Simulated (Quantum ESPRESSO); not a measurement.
A calculation with Quantum ESPRESSO 7.5 of NbH4Pb4 (ASE script, Cartesian positions):

The input run.py:

```python
import numpy as np
from ase.calculators.espresso import Espresso, EspressoProfile
from ase.io import read

atoms = read('NbH4Pb4.xyz')

input_data = {
    'control': {'calculation': 'scf', 'prefix': 'pwscf', 'outdir': './tmp', 'tprnfor': True, 'tstress': True, 'disk_io': 'nowf'},
    'system': {'ecutwfc': 60.0, 'ecutrho': 480.0, 'nbnd': 48, 'occupations': 'smearing', 'smearing': 'fd', 'degauss': 0.00367493},
    'electrons': {'conv_thr': 1.8e-09, 'electron_maxstep': 120, 'mixing_beta': 0.5},
}
pseudopotentials = {'Pb': 'Pb.pbe-dn-kjpaw_psl.0.2.2.UPF', 'Nb': 'Nb.pbe-spn-kjpaw_psl.0.3.0.UPF', 'H': 'H.pbe-rrkjus_psl.1.0.0.UPF'}
profile = EspressoProfile(command='pw.x', pseudo_dir='pseudo')
dft = Espresso(profile=profile, input_data=input_data, pseudopotentials=pseudopotentials, kpts=(5, 5, 5), koffset=(0, 0, 0))
atoms.calc = dft

print(f'energy {atoms.get_potential_energy():.8f} eV')
print('forces (eV/A)')
print(np.round(atoms.get_forces(), 6))
print('stress (eV/A^3, Voigt)')
print(np.round(atoms.get_stress(), 8))
print(f'Fermi level {dft.get_fermi_level():.4f} eV')
```

The input NbH4Pb4.xyz:

```xyz
9
Lattice="0.0000000000 4.4574302100 4.4574302100 4.4574302100 0.0000000000 4.4574302100 4.4574302100 4.4574302100 0.0000000000" Properties=species:S:1:pos:R:3 pbc="T T T"
Nb     2.2287151050      2.2287151050      2.2287151050
H      3.2897757885      3.2897757885      3.2897757885
H      5.6250846761      5.6250846761      3.2897757885
H      5.6250846761      3.2897757885      5.6250846761
H      3.2897757885      5.6250846761      5.6250846761
Pb     5.4977582267      5.4977582267      5.4977582267
Pb     3.4171022379      3.4171022379      5.4977582267
Pb     3.4171022379      5.4977582267      3.4171022379
Pb     5.4977582267      3.4171022379      3.4171022379
```

Potentials or basis: SSSP 1.3 efficiency PBE.

Launch:

```sh
$ OMP_NUM_THREADS=1 python run.py
```

The cell was built by a generator and needn't be a form met in nature.

**Question.** Write the same calculation in another form: native input, structure typed inline.

**Answer.** As run:

File pw.in:

```
&CONTROL
  calculation = 'scf'
  prefix = 'pwscf'
  outdir = './tmp'
  pseudo_dir = './pseudo'
  tprnfor = .true.
  tstress = .true.
  disk_io = 'nowf'
/
&SYSTEM
  ibrav = 0
  nat = 9
  ntyp = 3
  ecutwfc = 60
  ecutrho = 480
  nbnd = 48
  occupations = 'smearing'
  smearing = 'fd'
  degauss = 0.00367493
/
&ELECTRONS
  conv_thr = 1.8d-09
  electron_maxstep = 120
  mixing_beta = 0.5
/
ATOMIC_SPECIES
Nb    92.9064 Nb.pbe-spn-kjpaw_psl.0.3.0.UPF
H      1.0080 H.pbe-rrkjus_psl.1.0.0.UPF
Pb   207.2000 Pb.pbe-dn-kjpaw_psl.0.2.2.UPF
CELL_PARAMETERS angstrom
   0.0000000000    4.4574302100    4.4574302100
   4.4574302100    0.0000000000    4.4574302100
   4.4574302100    4.4574302100    0.0000000000
ATOMIC_POSITIONS crystal
Nb     0.2500000000    0.2500000000    0.2500000000
H      0.3690215700    0.3690215700    0.3690215700
H      0.3690215700    0.3690215700    0.8929353000
H      0.3690215700    0.8929353000    0.3690215700
H      0.8929353000    0.3690215700    0.3690215700
Pb     0.6166959400    0.6166959400    0.6166959400
Pb     0.6166959400    0.6166959400    0.1499121900
Pb     0.6166959400    0.1499121900    0.6166959400
Pb     0.1499121900    0.6166959400    0.6166959400
K_POINTS automatic
5 5 5 0 0 0
```

Potentials or basis: SSSP 1.3 efficiency PBE.

Launch:

```console
$ OMP_NUM_THREADS=1 pw.x -in pw.in > pw.out
```

Both were run:

|  | ASE script, Cartesian positions | native input, structure typed inline |
| --- | --- | --- |
| Pressure | 11.8 GPa | 11.8 GPa |
| Largest force | 3.763 eV/Å | 3.763 eV/Å |
| Band gap on the k mesh | none (metal or under the smearing width) | none (metal or under the smearing width) |

Keys that steer only the numerical path or the files written may differ.

Caveat: forces of over 1 eV/Å show positions far from the minimum, so gaps and moduli don't describe the material at rest.
